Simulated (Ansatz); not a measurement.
# C2H4ClIO: one species, many methods

An exercise on one series of results from a longer session: the logs are not shown, and one member is left open.

Program: Ansatz 0.2.0, Gaussian basis. Level of theory: functionals in def2-TZVPP, the program's frozen cores in correlated methods. These are calculated values, not measurements.

Plan: LDA (SPW92), PBE-D4, revPBE-D4, BLYP-D4, r2SCAN-D4, B97M-V, PBE0-D4, B3LYP-D4, r2SCANh-D4, r2SCAN0-D4, HSE06-D4, BHLYP-D4, CAM-B3LYP-D4, LC-ωPBE, ωB97X-V, ωB97M-V, B2PLYP, PBE-QIDH; CCSD(T)/def2-SVP; CCSD(T)/def2-TZVPP; MP2/def2-QZVPP; extrapolation to the limit; RPA on PBE.

### The relaxed structure

All runs share one geometry, relaxed beforehand with PBE0-D4 in a triple-zeta def2 set. I takes the def2 core potential; no spin-orbit term is included.

SMILES `COC(Cl)I`, 9 atoms, charge 0, spin multiplicity 1.

Atoms are counted from 1 here; the program's logs count them from 0.

Bond lengths: C1–O2 1.420 Å, C1–H6 1.093 Å, C1–H7 1.088 Å, C1–H8 1.096 Å, O2–C3 1.353 Å, C3–Cl4 1.798 Å, C3–I5 2.141 Å, C3–H9 1.092 Å. Angles: O2–C1–H6 110.7°, O2–C1–H7 106.2°, O2–C1–H8 110.7°, H6–C1–H7 109.9°, H6–C1–H8 109.6°, H7–C1–H8 109.6°, C1–O2–C3 113.9°, O2–C3–Cl4 112.7°, O2–C3–I5 108.1°, O2–C3–H9 113.6°, Cl4–C3–I5 110.6°, Cl4–C3–H9 105.3°, I5–C3–H9 106.4°.

The first run:

Contents of in.yaml:

```yaml
crystal:
  periodic: [false, false, false]
  atoms:
    - {symbol: C, position_ang: [0.696898, -1.072054, -0.148857]}
    - {symbol: O, position_ang: [0.703596, 0.333998, 0.052875]}
    - {symbol: C, position_ang: [-0.529430, 0.874926, 0.181998]}
    - {symbol: Cl, position_ang: [-1.433242, 0.922632, -1.371393]}
    - {symbol: I, position_ang: [-0.307954, 2.847108, 0.985736]}
    - {symbol: H, position_ang: [0.242962, -1.322023, -1.111031]}
    - {symbol: H, position_ang: [1.738453, -1.385568, -0.137577]}
    - {symbol: H, position_ang: [0.151798, -1.575779, 0.656974]}
    - {symbol: H, position_ang: [-1.174482, 0.330661, 0.874274]}
basis:
  gaussian: {orbitals: def2-TZVPP}
hamiltonian: {xc: lda}
output: {orbitals: {seedname: orbitals}}
```

On the command line:

```bash
$ ansatz run in.yaml --threads 4 --pin off --events-out ev --progress --plain --max-ram 10444MiB
```

Among the steps run: LDA; PBE-D4 (GGA); revPBE-D4 (GGA); BLYP-D4 (GGA); r2SCAN-D4 (meta-GGA); B97M-V (meta-GGA); B3LYP-D4 (hybrid); r2SCANh-D4 (hybrid); r2SCAN0-D4 (hybrid); HSE06-D4 (hybrid); BHLYP-D4 (hybrid); CAM-B3LYP-D4 (range-separated); LC-ωPBE (range-separated); ωB97X-V (range-separated); ωB97M-V (range-separated); B2PLYP (double hybrid); PBE-QIDH (double hybrid).

One of the session's tables, all rows but one given; the rest of the session is left out.

It belongs to the step «Frontier levels by functional». 

| functional | HOMO (eV) | gap (eV) |
| --- | --- | --- |
| LDA (SPW92) | -6.49 | 3.99 |
| PBE-D4 | -6.33 | 4.03 |
| revPBE-D4 | -6.27 | 4.06 |
| BLYP-D4 | -6.15 | 3.95 |
| r2SCAN-D4 | -6.62 | 4.47 |
| B97M-V | -6.66 | 4.58 |
| PBE0-D4 | -7.51 | 6.12 |
| B3LYP-D4 | -7.25 | 5.62 |
| r2SCANh-D4 | -7.05 | 5.24 |
| r2SCAN0-D4 | ? | ? |
| HSE06-D4 | -7.11 | 5.34 |
| BHLYP-D4 | -8.51 | 8.09 |
| CAM-B3LYP-D4 | -8.79 | 8.47 |
| LC-ωPBE | -10.17 | 11.03 |
| ωB97X-V | -9.81 | 10.55 |
| ωB97M-V | -9.68 | 10.29 |

**Question.** Estimate the row for r2SCAN0-D4.

Worked estimate for «HOMO (eV)». Against the share of exact exchange, r2SCAN-D4 (0, -6.62), r2SCANh-D4 (0.1, -7.05) give a slope of -4.30 per unit share; at 0.25 the line stands at -7.69.

**Answer.** HOMO (eV): -7.70; gap (eV): 6.39. In «HOMO (eV)» the line misses by +0.01.
